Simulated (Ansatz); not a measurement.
# NaMg2Si2: the cost of one run

Program: Ansatz 0.2.0. Level of theory: DFT PBE, scalar-relativistic, plane waves, PAW. These are calculated values, not measurements.

1 further run of the same task is left out (it didn't finish).

## (1) Starting point

Symmetry: P6/mmm, No. 191, hexagonal system. Conventional cell: a = 4.818 Å, b = 4.818 Å, c = 4.553 Å, α = 90.00°, β = 90.00°, γ = 120.00°. Na (site symmetry 6/mmm) is surrounded by 6 Mg at 2.78 Å. Mg (site symmetry -6m2) is surrounded by 2 Si at 2.28 Å. Si (site symmetry -6m2) has 2 Mg at 2.28 Å as nearest neighbours.

Structure file:

```cif
data_structure
_symmetry_space_group_name_H-M 'P 1'
_symmetry_Int_Tables_number 1
_cell_length_a 4.8184
_cell_length_b 4.8184
_cell_length_c 4.5526
_cell_angle_alpha 90.000
_cell_angle_beta 90.000
_cell_angle_gamma 120.000
_cell_volume 91.54
loop_
_atom_site_label
_atom_site_type_symbol
_atom_site_fract_x
_atom_site_fract_y
_atom_site_fract_z
_atom_site_occupancy
Na1 Na 0.00000 0.00000 0.50000 1
Mg1 Mg 0.33333 0.66667 0.50000 1
Mg2 Mg 0.66667 0.33333 0.50000 1
Si1 Si 0.33333 0.66667 0.00000 1
Si2 Si 0.66667 0.33333 0.00000 1
```

Recipe of the guess: random cell by space group and Wyckoff sites (P6/mmm, No. 191). Lengths come from tabulated atomic sizes and are only a guess.

## (2) Probe: one point on a coarse mesh

Contents of input.yaml:

```yaml
crystal:
  lattice:
    - [4.81843819, 0.0, 0.0]
    - [-2.4092191, 4.17288988, 0.0]
    - [0.0, 0.0, 4.55259022]
  atoms:
    - { symbol: Na, position: [0.0, 0.0, 0.5] }
    - { symbol: Mg, position: [0.33333333, 0.66666667, 0.5] }
    - { symbol: Mg, position: [0.66666667, 0.33333333, 0.5] }
    - { symbol: Si, position: [0.33333333, 0.66666667, 0.0] }
    - { symbol: Si, position: [0.66666667, 0.33333333, 0.0] }
basis:
  ecutwfc: 420
kpoints:
  mp_grid: { grid: [6, 6, 4] }
hamiltonian:
  xc: pbe
scf:
  occupations: { method: gaussian, width: 0.1 }
  lower_state_search: "off"
output:
  forces: true
  stress: true
  eigenvalues: true
```

Launch:

```sh
> ansatz run input.yaml --threads 1 --pin off --max-ram 2560MiB --backend cpu --events-out ev --progress --plain --runs-dir out
```

Q: Estimate wall time and peak memory on 1 thread of Arm Neoverse V1, shared host.

About 3.4 s, with a peak of 0.34 GiB.
